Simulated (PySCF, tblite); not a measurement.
# C₅H₅OS radical: geometry, infrared bands and EPR parameters

Wanted: the infrared bands and EPR parameters of C₅H₅OS radical (`C#C[CH]SCC=O`), by calculation.

The runs use tblite 0.8.0 and PySCF 2.14.0, with density-fitted response routines of our own; the level of theory stands in each step. All values are computed, except where a source is named. Atoms count from 0, in the outputs and in this text.

## (1) The molecule as given

12 atoms, charge 0, multiplicity 2; geometry from: force field or distance geometry start.

Bonds of the start (Å): C0–C1 1.21, C1–C2 1.41, C2–S3 1.74, S3–C4 1.82, C4–C5 1.50, C5–O6 1.23, C0–H7 1.06, C2–H8 1.09, C4–H9 1.09, C4–H10 1.10, C5–H11 1.10.

## (2) Optimising the geometry with GFN2-xTB

Job settings and geometry (Å):

```
{"job": {"kind": "relax", "xc": "GFN2-xTB", "basis": "xTB"}, "charge": 0, "multiplicity": 2}
C      3.514500     0.494000    -0.580500
C      2.370300     0.255600    -0.270200
C      1.049000    -0.041500     0.123000
S     -0.078200    -0.735900    -1.004700
C     -1.572200    -0.835300     0.032300
C     -2.135200     0.545700     0.233400
O     -2.256300     1.061900     1.341600
H      4.514500     0.717800    -0.863500
H      0.737300     0.194200     1.135300
H     -1.361000    -1.306000     0.993100
H     -2.330300    -1.433000    -0.493400
H     -2.451300     1.081700    -0.672300
```

Started as:

```
OMP_NUM_THREADS=1 python probes_run.py task.json out
```

The driver reads the jobs from task.json and runs them one after another.

**Question.** This job is followed by: GFN2-xTB harmonic vibrations, gas phase; UKS B3LYP, pcH-1 on C H O S, non-relativistic, mean-field spin-orbit, GIAO. What will the session give for the following? strongest single infrared mode (GFN2-xTB); zero-point energy (GFN2-xTB); g(iso) (B3LYP); ⟨S²⟩; largest a(iso) (averaged by class); potential on the surface of density 0.002 e/bohr³, 1st and 99th percentile.

**Answer**, as computed:

```
                                                                  quantity                  value
                                 strongest single infrared mode (GFN2-xTB)  1744 cm⁻¹, 519 km/mol
                                              zero-point energy (GFN2-xTB)          49.3 kcal/mol
                                                            g(iso) (B3LYP)                2.00479
                                                                      ⟨S²⟩     0.765 (exact 0.75)
                                        largest a(iso) (averaged by class)    13C on C2, 63.3 MHz
potential on the surface of density 0.002 e/bohr³, 1st and 99th percentile     -1.50 V and 1.55 V
```

**Reading.** The optimisation took 101 steps and gained 0.135 eV; among the close pairs (by a distance rule), C1–C2 changed most, from 1.410 to 1.365 Å. No mode is imaginary among the 30: a minimum at this level. The strongest single mode, at 1744 cm⁻¹, moves mainly C5 and O6. GFN2-xTB is a fitted tight-binding method: band positions and strengths are rough. Its intensities can rank the bands wrongly. The largest spin populations lie on C2 (0.65 e), C0 (0.47 e). The isotropic g lies 2.5 ppt above the free-electron value. These values are for one conformer; the search (at its own cheap level) found 2 more, at 0.40, 0.40 kcal/mol, and measured spectra average over such forms.
